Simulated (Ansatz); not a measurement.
# C₂H₆AlCl: basis-set convergence

Aim: see how fast density functionals converge with the basis set for C₂H₆AlCl.

Computed with Ansatz 0.2.0, Gaussian basis. Level: one geometry, several basis sets.

Levels to be run: PBE0-D4/def2-SVP; ωB97M-V/def2-SVP; PBE0-D4/def2-QZVPP; ωB97M-V/def2-QZVPP; the functionals' def2-TZVPP values are taken from earlier runs.

## 1. Structure used throughout

The geometry comes from an earlier relaxation with PBE0-D4 in a triple-zeta def2 set; it is a stationary point, not always the lowest conformer.

10 atoms, charge 0, spin multiplicity 1.

Atoms are counted from 1 here; the program's logs count them from 0.

Bond lengths: Al1–Cl4 2.131 Å, Al1–H5 1.584 Å, Al1–H6 1.584 Å, C2–C3 1.339 Å, C2–H7 1.084 Å, C2–H8 1.086 Å, C3–H9 1.084 Å, C3–H10 1.086 Å. Angles: Cl4–Al1–H5 116.5°, Cl4–Al1–H6 116.5°, H5–Al1–H6 121.7°, C3–C2–H7 121.6°, C3–C2–H8 121.3°, H7–C2–H8 117.0°, C2–C3–H9 121.6°, C2–C3–H10 121.3°, H9–C3–H10 117.0°.

## 2. PBE0-D4 in def2-SVP

in.yaml reads:

```yaml
crystal:
  periodic: [false, false, false]
  atoms:
    - {symbol: Al, position_ang: [-0.535602, 1.032543, -0.727837]}
    - {symbol: C, position_ang: [-0.202346, -0.917789, 0.791970]}
    - {symbol: C, position_ang: [0.953754, -0.775136, 0.131937]}
    - {symbol: Cl, position_ang: [0.054517, 2.563401, 0.632063]}
    - {symbol: H, position_ang: [0.331626, 0.885701, -2.044795]}
    - {symbol: H, position_ang: [-2.056113, 0.592469, -0.678348]}
    - {symbol: H, position_ang: [-0.942573, -1.649505, 0.490052]}
    - {symbol: H, position_ang: [-0.423274, -0.330087, 1.677535]}
    - {symbol: H, position_ang: [1.194976, -1.385747, -0.730302]}
    - {symbol: H, position_ang: [1.708034, -0.067050, 0.460725]}
basis:
  gaussian: {orbitals: def2-SVP}
hamiltonian: {xc: pbe0, dispersion: d4}
output: {orbitals: {seedname: orbitals}}
```

Command:

```sh
ansatz run in.yaml --threads 2 --pin off --events-out ev --progress --plain --max-ram 4352MiB
```

The runs that follow: ωB97M-V in def2-SVP; PBE0-D4 in def2-QZVPP; ωB97M-V in def2-QZVPP.

**Question.** What will the summary of the whole plan be? Wanted: PBE0-D4: double and triple zeta above quadruple; ωB97M-V: double and triple zeta above quadruple.

The runs gave:

| quantity | value |
| --- | --- |
| PBE0-D4: double and triple zeta above quadruple | 9.75, 0.70 eV |
| ωB97M-V: double and triple zeta above quadruple | 9.87, 0.68 eV |

For PBE0-D4 the step from double to triple zeta gains 9.05 eV and the next only 0.70 eV. Total energies overstate the basis error of differences, where much of it tends to cancel.
